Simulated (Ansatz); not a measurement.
# CH7AsSi, SMILES C[SiH2][AsH2]: a single point in a Gaussian basis

With Ansatz's Python interface.

Run as a notebook:

```python
from pathlib import Path
import json

import ansatz as az
import numpy as np
```

```python
GEOMETRY = """
C    -0.94860    0.62370   -0.94950
Si   -0.22260   -0.64340    0.11630
As    1.15690    0.37250    1.64460
H    -1.59520    0.19750   -1.70410
H    -0.19920    1.22140   -1.51170
H    -1.58200    1.38380   -0.33060
H     0.58400   -1.56420   -0.71680
H    -1.23330   -1.36520    0.81970
H     1.87190   -0.97530    2.05630
H     2.25110    0.69800    0.57880
"""
```

```python
molecule = az.Crystal.molecule()
for line in GEOMETRY.strip().splitlines():
    symbol, *xyz = line.split()
    molecule = molecule.atom(symbol, [float(v) for v in xyz])
```

```python
job = molecule.calculation()
job = job.basis(gaussian="cc-pVDZ")
job = job.functional("b3lyp").forces()
job = job.orbitals()
out = job.run(threads=1, backend="cpu", runs_dir="ch7assi_runs")
summary = out.report
```

    

```python
summary["converged"], summary["free_energy_ev"]
```

    (True, -69871.04576080192)

```python
type(out).__name__, type(summary).__name__
```

    ('RunOutcome', 'dict')

```python
sorted(key for key in summary if key.endswith("_ev"))
```

    ['free_energy_ev', 'reference_energy_ev']

```python
for key in ("converged", "free_energy_ev", "reference_energy_ev", "n_frozen", "n_occupied", "n_virtual"):
    print(f"{key:22s} {summary[key]}")

symbols = [site.symbol for site in molecule.cartesian_sites]
print("forces (eV/A)")
for symbol, f in zip(symbols, summary["forces_ev_ang"]):
    print(f"  {symbol:2s} {f[0]:9.4f} {f[1]:9.4f} {f[2]:9.4f}")
```

    converged              True
    free_energy_ev         -69871.04576080192
    reference_energy_ev    -69871.04576080192
    n_frozen               0
    n_occupied             [30, 30]
    n_virtual              [64, 64]
    forces (eV/A)
      C    -1.1536    2.8494    0.0642
      Si    1.1285   -0.7156   -0.4973
      As    1.4013    0.0938    0.9363
      H    -0.5836   -0.3307   -0.4339
      H    -0.0514   -0.1624    0.2870
      H     0.8897   -1.1190   -0.9421
      H     0.0508   -0.3687   -0.1903
      H    -0.9951   -0.7509    0.6934
      H    -0.3433    0.6237   -0.1959
      H    -0.3433   -0.1198    0.2787

```python
charges = summary["charge_distribution"]
dipole = np.array(charges["dipole_moment_e_ang"]) * 4.803205
print("dipole (D): {:.3f} {:.3f} {:.3f}, length {:.3f}".format(*dipole, np.linalg.norm(dipole)))
print("atom  Mulliken   Lowdin")
for symbol, m, l in zip(symbols, charges["mulliken_charges_e"], charges["lowdin_charges_e"]):
    print(f"{symbol:4s} {m:9.3f} {l:8.3f}")
```

    dipole (D): -0.619 0.165 -0.907, length 1.110
    atom  Mulliken   Lowdin
    C       -0.165   -0.097
    Si       0.232    0.052
    As      -0.007    0.154
    H        0.043    0.015
    H        0.043    0.028
    H        0.049    0.048
    H       -0.073   -0.066
    H       -0.072   -0.064
    H       -0.023   -0.033
    H       -0.026   -0.037

```python
lines = Path(summary["orbitals_path"]).read_text().splitlines()
field_of = lambda key: [line.split("=")[1].strip() for line in lines if line.startswith(key)]
orbitals = [(27.211386 * float(e), s, float(n)) for e, s, n in zip(field_of("Ene="), field_of("Spin="), field_of("Occup="))]
homo = max(e for e, _, n in orbitals if n > 0.5)
lumo = min(e for e, _, n in orbitals if n < 0.5)
for e, spin, n in sorted(orbitals):
    if homo - 15 < e < lumo + 5:
        print(f"{spin:6s} {e:10.3f} eV  occupation {n:.0f}")
with open("ch7assi.json", "w") as handle:
    json.dump({k: summary[k] for k in ("free_energy_ev", "reference_energy_ev", "n_occupied", "n_virtual")}, handle, indent=1)
```

    Alpha     -19.334 eV  occupation 2
    Alpha     -17.080 eV  occupation 2
    Alpha     -13.712 eV  occupation 2
    Alpha     -11.303 eV  occupation 2
    Alpha     -11.219 eV  occupation 2
    Alpha      -9.963 eV  occupation 2
    Alpha      -9.310 eV  occupation 2
    Alpha      -9.108 eV  occupation 2
    Alpha      -8.435 eV  occupation 2
    Alpha      -6.894 eV  occupation 2
    Alpha       0.216 eV  occupation 0
    Alpha       0.446 eV  occupation 0
    Alpha       0.970 eV  occupation 0
    Alpha       1.539 eV  occupation 0
    Alpha       2.241 eV  occupation 0
    Alpha       2.455 eV  occupation 0
    Alpha       2.987 eV  occupation 0
    Alpha       3.196 eV  occupation 0
    Alpha       3.362 eV  occupation 0

`ch7assi.json`, as written:
```json
{
 "free_energy_ev": -69871.04576080192,
 "reference_energy_ev": -69871.04576080192,
 "n_occupied": [
  30,
  30
 ],
 "n_virtual": [
  64,
  64
 ]
}
```

Notes:
- These settings explore the input space; basis and method may be short of convergence.
- The geometry is a force-field or estimated start, not a minimum of this method, and the basis set is short of its limit.
- The Löwdin charges here are taken after orthogonalising the functions within each atom; they differ from plain Löwdin charges, and their signs can be unphysical.
- Alpha marks a spatial orbital of a restricted run, filled by both spins.
- b3lyp holds the VWN-RPA fit, as in Gaussian; the form of ORCA and Turbomole is b3lyp5.
- Levels such as HOMO and LUMO are orbital energies: with these approximate functionals they aren't the ionisation energy and electron affinity, and their gap isn't the fundamental gap.
- Run time: 4.3 s on 1 thread of AMD EPYC 7B13 (Zen 3), on a shared host, peak memory 0.27 GiB.

(Lines on the test bed's own set-up are left out of the output.)
